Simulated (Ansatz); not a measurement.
**CH5ClGeOS: basis-set convergence**

One table from this session's results is given with a row withheld; the runs are named, their logs left out.

Computed with Ansatz 0.2.0, Gaussian basis. Level: one geometry, several basis sets.

Plan: PBE0-D4/def2-SVP; ωB97M-V/def2-SVP; PBE0-D4/def2-QZVPP; ωB97M-V/def2-QZVPP; the functionals' def2-TZVPP values are taken from earlier runs.

## The relaxed structure

All runs share one geometry, relaxed beforehand with PBE0-D4 in a triple-zeta def2 set.

SMILES `O[CH](Cl)[GeH2][SH]`, 10 atoms, charge 0, spin multiplicity 1.

Atoms are counted from 1 here; the program's logs count them from 0.

Bond lengths: O1–C2 1.377 Å, O1–H6 0.964 Å, C2–Cl3 1.818 Å, C2–Ge4 1.980 Å, C2–H7 1.092 Å, Ge4–S5 2.220 Å, Ge4–H8 1.532 Å, Ge4–H9 1.534 Å, S5–H10 1.344 Å. Angles: C2–O1–H6 109.8°, O1–C2–Cl3 112.0°, O1–C2–Ge4 108.5°, O1–C2–H7 113.0°, Cl3–C2–Ge4 107.2°, Cl3–C2–H7 104.2°, Ge4–C2–H7 111.8°, C2–Ge4–S5 108.4°, C2–Ge4–H8 109.7°, C2–Ge4–H9 107.8°, S5–Ge4–H8 106.2°, S5–Ge4–H9 111.9°, H8–Ge4–H9 112.7°, Ge4–S5–H10 93.3°.

The first run:

in.yaml

```yaml
crystal:
  periodic: [false, false, false]
  atoms:
    - {symbol: O, position_ang: [1.327053, 0.773971, 0.575238]}
    - {symbol: C, position_ang: [0.103340, 0.255194, 0.933421]}
    - {symbol: Cl, position_ang: [0.231110, -0.867110, 2.358327]}
    - {symbol: Ge, position_ang: [-0.601416, -0.801799, -0.584899]}
    - {symbol: S, position_ang: [-0.852842, 0.552241, -2.325907]}
    - {symbol: H, position_ang: [1.637275, 1.378977, 1.257973]}
    - {symbol: H, position_ang: [-0.605720, 1.019999, 1.258023]}
    - {symbol: H, position_ang: [-1.999993, -1.325851, -0.245003]}
    - {symbol: H, position_ang: [0.397333, -1.928567, -0.875688]}
    - {symbol: H, position_ang: [0.447160, 0.891744, -2.348585]}
basis:
  gaussian: {orbitals: def2-SVP}
hamiltonian: {xc: pbe0, dispersion: d4}
output: {orbitals: {seedname: orbitals}}
```

Run with:

```bash
> ansatz run in.yaml --threads 4 --pin off --events-out ev --progress --plain --max-ram 10444MiB
```

Steps of the session up to this table: PBE0-D4 in def2-SVP; ωB97M-V in def2-SVP; PBE0-D4 in def2-QZVPP; ωB97M-V in def2-QZVPP.

One table of the session follows, with a row left open; its other results are not shown here.

It belongs to the step «Functionals by basis». 

```
functional       basis  HOMO (eV)  LUMO (eV)
   PBE0-D4    def2-SVP          ?          ?
   PBE0-D4  def2-TZVPP      -7.35       0.01
   PBE0-D4  def2-QZVPP      -7.39      -0.18
   ωB97M-V    def2-SVP      -9.33       2.44
   ωB97M-V  def2-TZVPP      -9.54       1.86
   ωB97M-V  def2-QZVPP      -9.58       1.31
```

Q: Estimate the row for PBE0-D4, def2-SVP from the others.

As computed: HOMO (eV): -7.19; LUMO (eV): 0.44. In the column «HOMO (eV)» it is the highest.
